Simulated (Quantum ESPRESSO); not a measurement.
# Hf2Pt (P4/mmm) in Quantum ESPRESSO: reference runs

How does Hf2Pt come out in PBE? The cell is run as given.

Program: Quantum ESPRESSO 7.5. These are calculated values, not measurements. Logs are shortened: lines on timing, memory, paths and dates and some standing lists are left out, and cuts for length are marked.

**1. Starting point**

The structure is tetragonal, space group P4/mmm (No. 123). The conventional cell has a = 3.565 Å, b = 3.565 Å, c = 4.836 Å, α = 90.00°, β = 90.00°, γ = 90.00°. Hf (site symmetry 4/mmm) is surrounded by 4 Hf at 2.52 Å. Around Hf (site symmetry 4/mmm) lie 2 Pt at 2.42 Å and 4 Hf at 2.52 Å. Around Pt (site symmetry 4/mmm) lie 2 Hf at 2.42 Å.

The cell was built by a generator and needn't be a form met in nature.

**2. Single point, PBE**

pw.in

```
&CONTROL
  calculation = 'scf'
  prefix = 'pwscf'
  outdir = './tmp'
  pseudo_dir = './pseudo'
  tprnfor = .true.
  tstress = .true.
  disk_io = 'nowf'
/
&SYSTEM
  ibrav = 0
  nat = 3
  ntyp = 2
  ecutwfc = 60
  ecutrho = 440
  nbnd = 28
  occupations = 'smearing'
  smearing = 'fd'
  degauss = 0.00367493
/
&ELECTRONS
  conv_thr = 6d-10
  electron_maxstep = 120
  mixing_beta = 0.5
/
ATOMIC_SPECIES
Hf   178.4900 Hf-sp.oncvpsp.upf
Pt   195.0840 pt_pbe_v1.4.uspp.F.UPF
CELL_PARAMETERS angstrom
   3.5652291400    0.0000000000    0.0000000000
   0.0000000000    3.5652291400    0.0000000000
   0.0000000000    0.0000000000    4.8357931500
ATOMIC_POSITIONS crystal
Hf     0.5000000000    0.5000000000    0.0000000000
Hf     0.0000000000    0.0000000000    0.0000000000
Pt     0.0000000000    0.0000000000    0.5000000000
K_POINTS automatic
8 8 6 0 0 0
```

Potentials or basis: SSSP 1.3 efficiency PBE.

The run is started by

```sh
$ OMP_NUM_THREADS=1 pw.x -in pw.in > pw.out
```

pw.out:

```text
This program is part of the open-source Quantum ESPRESSO suite
     for quantum simulation of materials; please cite
         "P. Giannozzi et al., J. Phys.:Condens. Matter 21 395502 (2009);
         "P. Giannozzi et al., J. Phys.:Condens. Matter 29 465901 (2017);
         "P. Giannozzi et al., J. Chem. Phys. 152 154105 (2020);
     in publications or presentations arising from this work. More details at

     Message from routine setup:
     using ibrav=0 with symmetry is DISCOURAGED, use correct ibrav instead

     G-vector sticks info
     --------------------
     sticks:   dense  smooth     PW     G-vecs:    dense   smooth      PW
     Sum        1597     869    261                64593    26017    4277

     Using Slab Decomposition

     bravais-lattice index     =            0
     lattice parameter (alat)  =       6.7373  a.u.
     unit-cell volume          =     414.8004 (a.u.)^3
     number of atoms/cell      =            3
     number of atomic types    =            2
     number of electrons       =        40.00
     number of Kohn-Sham states=           28
     kinetic-energy cutoff     =      60.0000  Ry
     charge density cutoff     =     440.0000  Ry
     scf convergence threshold =      6.0E-10
     mixing beta               =       0.5000
     number of iterations used =            8  plain     mixing
     Exchange-correlation=  SLA  PW   PBX  PBC
                           (   1   4   3   4   0   0   0)

     celldm(1)=   6.737307  celldm(2)=   0.000000  celldm(3)=   0.000000
     celldm(4)=   0.000000  celldm(5)=   0.000000  celldm(6)=   0.000000

     crystal axes: (cart. coord. in units of alat)
               a(1) = (   1.000000   0.000000   0.000000 )
               a(2) = (   0.000000   1.000000   0.000000 )
               a(3) = (   0.000000   0.000000   1.356377 )

     reciprocal axes: (cart. coord. in units 2 pi/alat)
               b(1) = (  1.000000  0.000000  0.000000 )
               b(2) = (  0.000000  1.000000  0.000000 )
               b(3) = (  0.000000  0.000000  0.737258 )

     PseudoPot. # 1 for Hf read from file:
     Hf-sp.oncvpsp.upf
     Pseudo is Norm-conserving + core correction, Zval = 12.0
     Generated using ONCVPSP code by D. R. Hamann
     Using radial grid of 1656 points,  8 beta functions with:
                l(1) =   0
                l(2) =   0
                l(3) =   1
                l(4) =   1
                l(5) =   2
                l(6) =   2
                l(7) =   3
                l(8) =   3

     PseudoPot. # 2 for Pt read from file:
     pt_pbe_v1.4.uspp.F.UPF
     Pseudo is Ultrasoft + core correction, Zval = 16.0
     Generated by new atomic code, or converted to UPF format
     Using radial grid of  985 points,  6 beta functions with:
                l(1) =   0
                l(2) =   0
                l(3) =   1
                l(4) =   1
                l(5) =   2
                l(6) =   2
     Q(r) pseudized with  8 coefficients,  rinner =    1.300   1.300   1.300
                                                       1.300   1.300

     atomic species   valence    mass     pseudopotential
     Hf               12.00   178.49000     Hf( 1.00)
     Pt               16.00   195.08400     Pt( 1.00)

     16 Sym. Ops., with inversion, found

   Cartesian axes

     site n.     atom                  positions (alat units)
         1        Hf     tau(   1) = (   0.5000000   0.5000000   0.0000000  )
         2        Hf     tau(   2) = (   0.0000000   0.0000000   0.0000000  )
         3        Pt     tau(   3) = (   0.0000000   0.0000000   0.6781883  )

     number of k points=    60  Fermi-Dirac smearing, width (Ry)=  0.0037
                       cart. coord. in units 2pi/alat
        k(    1) = (   0.0000000   0.0000000   0.0000000), wk =   0.0052083
        k(    2) = (   0.0000000   0.0000000   0.1228764), wk =   0.0104167
        k(    3) = (   0.0000000   0.0000000   0.2457528), wk =   0.0104167
        k(    4) = (   0.0000000   0.0000000  -0.3686292), wk =   0.0052083
        k(    5) = (   0.0000000   0.1250000   0.0000000), wk =   0.0208333
        k(    6) = (   0.0000000   0.1250000   0.1228764), wk =   0.0416667
[... 52 lines left out ...]
        k(   59) = (  -0.5000000  -0.5000000   0.2457528), wk =   0.0104167
        k(   60) = (  -0.5000000  -0.5000000  -0.3686292), wk =   0.0052083

     Dense  grid:    64593 G-vectors     FFT dimensions: (  45,  45,  64)

     Smooth grid:    26017 G-vectors     FFT dimensions: (  36,  36,  45)

     Initial potential from superposition of free atoms

     starting charge      39.4963, renormalised to      40.0000

     negative rho (up, down):  1.864E-01 0.000E+00
     Starting wfcs are   32 randomized atomic wfcs

     Self-consistent Calculation

     iteration #  1     ecut=    60.00 Ry     beta= 0.50
     Davidson diagonalization with overlap
     ethr =  1.00E-02,  avg # of iterations =  2.5

     negative rho (up, down):  1.705E-01 0.000E+00

     total energy              =    -433.12119631 Ry
     estimated scf accuracy    <       4.81681299 Ry

     iteration #  2     ecut=    60.00 Ry     beta= 0.50
     Davidson diagonalization with overlap
     ethr =  1.00E-02,  avg # of iterations =  2.9
[... 96 lines left out ...]
     iteration # 13     ecut=    60.00 Ry     beta= 0.50
     Davidson diagonalization with overlap
     ethr =  3.32E-12,  avg # of iterations =  2.9

     negative rho (up, down):  1.757E-01 0.000E+00

     End of self-consistent calculation

          k = 0.0000 0.0000 0.0000 (  3243 PWs)   bands (ev):

   -46.2910 -45.3708 -37.6427 -36.8169 -36.8169 -15.8830 -15.8830 -15.1848
   -14.2771 -13.3407 -13.3407   8.1752  10.4854  10.6916  11.4771  11.4771
    12.4230  12.8315  13.0447  14.1006  16.8996  17.3660  17.3660  19.7830
    22.3789  22.3789  22.4867  22.4867

          k = 0.0000 0.0000 0.1229 (  3263 PWs)   bands (ev):

   -46.2913 -45.3731 -37.6355 -36.8170 -36.8170 -15.8836 -15.8836 -15.1977
   -14.3095 -13.3413 -13.3413   8.5103  10.7651  10.8045  11.6754  11.6754
    12.1682  12.8908  12.9156  14.0237  16.4773  16.7912  16.7912  20.0526
    22.0590  22.0590  23.4192  23.4192
[... 393 lines left out ...]
          k =-0.5000-0.5000 0.2458 (  3256 PWs)   bands (ev):

   -46.1720 -45.4871 -37.6194 -36.8266 -36.8266 -16.3518 -16.3518 -14.9583
   -14.5952 -13.0587 -13.0587  11.1611  11.1611  11.6846  12.1827  13.4477
    13.4477  13.7334  14.0052  14.1822  16.2519  17.8786  18.7803  19.2753
    19.2753  20.0296  22.1617  22.3597

          k =-0.5000-0.5000-0.3686 (  3232 PWs)   bands (ev):

   -46.1720 -45.4897 -37.6122 -36.8266 -36.8266 -16.3525 -16.3525 -14.9590
   -14.6382 -13.0592 -13.0592  11.9080  11.9080  12.3714  12.4375  12.4375
    12.7607  13.7478  13.8493  14.1890  16.6920  16.7084  17.8620  19.7225
    20.0072  20.0601  20.0601  21.8427

     the Fermi energy is    15.6103 ev

!    total energy              =    -436.02957857 Ry
     estimated scf accuracy    <          5.3E-12 Ry
     smearing contrib. (-TS)   =      -0.00090189 Ry
     internal energy E=F+TS    =    -436.02867668 Ry

     The total energy is F=E-TS. E is the sum of the following terms:
     one-electron contribution =    -107.09846788 Ry
     hartree contribution      =      73.31562085 Ry
     xc contribution           =    -114.42621618 Ry
     ewald contribution        =    -287.81961348 Ry

     convergence has been achieved in  13 iterations

     negative rho (up, down):  1.757E-01 0.000E+00

     Forces acting on atoms (cartesian axes, Ry/au):

     atom    1 type  1   force =     0.00000000    0.00000000    0.00000000
     atom    2 type  1   force =     0.00000000    0.00000000    0.00000000
     atom    3 type  2   force =     0.00000000    0.00000000    0.00000000

     Total force =     0.000000     Total SCF correction =     0.000000

     Computing stress (Cartesian axis) and pressure

     negative rho (up, down):  1.757E-01 0.000E+00
          total   stress  (Ry/bohr**3)                   (kbar)     P=      269.94
   0.00224484   0.00000000   0.00000000          330.23        0.00        0.00
   0.00000000   0.00224484   0.00000000            0.00      330.23        0.00
   0.00000000   0.00000000   0.00101546            0.00        0.00      149.38

=------------------------------------------------------------------------------=
   JOB DONE.
=------------------------------------------------------------------------------=
```

Wall time 71 s (1 thread of Intel Xeon Platinum 8488C (Sapphire Rapids), shared host); peak memory 0.38 GiB.

Results:

| Item | Value |
| --- | --- |
| Free energy | -5932.4846 eV |
| Pressure | 27.0 GPa |
| Band gap on the k mesh | none (metal or under the smearing width) |

Caveat: so large a pressure means that the cell lies far from this level's equilibrium, or that cutoff or potentials fall short. Spin-orbit coupling is left out, which matters for the levels of Hf, Pt.
